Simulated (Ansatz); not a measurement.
# CdH2: basis-set convergence

An exercise on one series of results from a longer session: the logs are not shown, and one member is left open.

Method: one geometry, several basis sets; program: Ansatz 0.2.0, Gaussian basis.

Plan: PBE0-D4/def2-SVP; ωB97M-V/def2-SVP; PBE0-D4/def2-QZVPP; ωB97M-V/def2-QZVPP; the functionals' def2-TZVPP values are taken from earlier runs.

## The geometry

All runs share one geometry, relaxed beforehand with PBE0-D4 in a triple-zeta def2 set. Cd takes the def2 core potential; no spin-orbit term is included.

SMILES `[CdH2]`, 3 atoms, charge 0, spin multiplicity 1.

Atoms are counted from 1 here; the program's logs count them from 0.

Bond lengths: Cd1–H2 1.677 Å, Cd1–H3 1.677 Å. Angles: H2–Cd1–H3 180.0°.

Coordinates:

```
Cd   -0.0003    0.0003   -0.0001
H     0.9054    1.2613    0.6346
H    -0.9050   -1.2616   -0.6345
```

Set-up of the first run:

in.yaml reads:

```yaml
crystal:
  periodic: [false, false, false]
  atoms:
    - {symbol: Cd, position_ang: [-0.000340, 0.000313, -0.000144]}
    - {symbol: H, position_ang: [0.905377, 1.261337, 0.634633]}
    - {symbol: H, position_ang: [-0.905037, -1.261650, -0.634489]}
basis:
  gaussian: {orbitals: def2-SVP}
hamiltonian: {xc: pbe0, dispersion: d4}
output: {orbitals: {seedname: orbitals}}
```

Launch:

```console
$ ansatz run in.yaml --threads 2 --pin off --events-out ev --progress --plain --max-ram 32768MiB --backend cpu
```

Among the steps run: PBE0-D4 in def2-SVP; ωB97M-V in def2-SVP; PBE0-D4 in def2-QZVPP; ωB97M-V in def2-QZVPP.

One of the session's tables, all rows but one given; the rest of the session is left out.

It belongs to the step «Functionals by basis». 

```
functional       basis  HOMO (eV)
   PBE0-D4    def2-SVP      -7.77
   PBE0-D4  def2-TZVPP      -7.79
   PBE0-D4  def2-QZVPP      -7.81
   ωB97M-V    def2-SVP      -9.90
   ωB97M-V  def2-TZVPP      -9.96
   ωB97M-V  def2-QZVPP          ?
```

Estimate the missing values for ωB97M-V, def2-QZVPP.

The run gave: HOMO (eV): -9.98. In the column «HOMO (eV)» it is the lowest.
